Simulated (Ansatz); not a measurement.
# CHGaP+ (quintet): the correlation ladder, cc-pVDZ

One table from this session's results is given with a row withheld; the runs are named, their logs left out.

Method: cc-pVDZ, core rule «outside noble gas», up to 20 orbitals frozen; program: Ansatz 0.2.0, Gaussian basis.

To be run: UHF; CCSD(T) on ROHF; CCSD(T) on UHF; BCCD(T) on ROHF; CISD; CCSDT(Q) on ROHF; CCSDT(Q) on UHF.

38 further runs of the same task are left out: 24 that didn't finish, 14 set aside as unsound or not needed.

**What is computed**

The geometry is a PBE0/def2-TZVP stationary point (not a proven minimum) of the parent state, kept for this charge and spin. No spin-orbit coupling is included. The filled d shell of Ga may be among the frozen orbitals whatever the setting's name suggests; the logs give the count.

4 atoms, charge 1, spin multiplicity 5.

Atoms are counted from 1 here; the program's logs count them from 0.

Bond lengths: C1–Ga2 1.919 Å, Ga2–P3 2.354 Å, P3–H4 1.429 Å. Angles: C1–Ga2–P3 175.6°, Ga2–P3–H4 88.6°.

Set-up of the first run:

File in.yaml:

```yaml
crystal:
  periodic: [false, false, false]
  atoms:
    - {symbol: C, position_ang: [0.000000, -0.027223, 2.377316]}
    - {symbol: Ga, position_ang: [0.000000, 0.025735, 0.458810]}
    - {symbol: P, position_ang: [0.000000, -0.090891, -1.891916]}
    - {symbol: H, position_ang: [0.000000, 1.337284, -1.927775]}
basis:
  gaussian: {orbitals: cc-pVDZ}
total_charge: 1
magnetization: {spin_polarized: true, initial_magnetization: 4}
hamiltonian: {xc: hf}
output: {orbitals: {seedname: orbitals}}
```

The run is started by

```bash
$ ansatz run in.yaml --threads 1 --pin off --events-out ev --progress --plain --max-ram 2393MiB
```

Steps of the session up to this table: UHF; CCSD(T) on ROHF; CCSD(T) on UHF; BCCD(T) on ROHF; CISD; CCSDT(Q) on ROHF; CCSDT(Q) on UHF.

One of the session's tables, all rows but one given; the rest of the session is left out.

```
   method  from UCCSDT(Q) (kJ/mol)
     ROHF                   +646.0
      UHF                   +629.7
     RMP2                   +142.3
     UMP2                   +143.1
    RCCSD                        ?
    UCCSD                    +28.4
 RCCSD(T)                     +7.5
 UCCSD(T)                     +7.1
  BCCD(T)                     +7.1
   RCCSDT                     +2.0
   UCCSDT                     +1.6
RCCSDT(Q)                     +0.4
UCCSDT(Q)                        0
```

**Question.** Estimate the row for RCCSD.

The run gave: from UCCSDT(Q) (kJ/mol): +29.3. In the column «from UCCSDT(Q) (kJ/mol)» it lies between UCCSD (+28.4) and RMP2 (+142.3).

Not comparable, so not listed: CISD (they don't share determinant, frozen orbitals or solution with the rows shown, or repeat one).

Caveats from the session: Restricted and unrestricted rows rest on different reference determinants; where their highest levels disagree by more than a few hundredths of an eV, they describe different states and don't form one ladder.
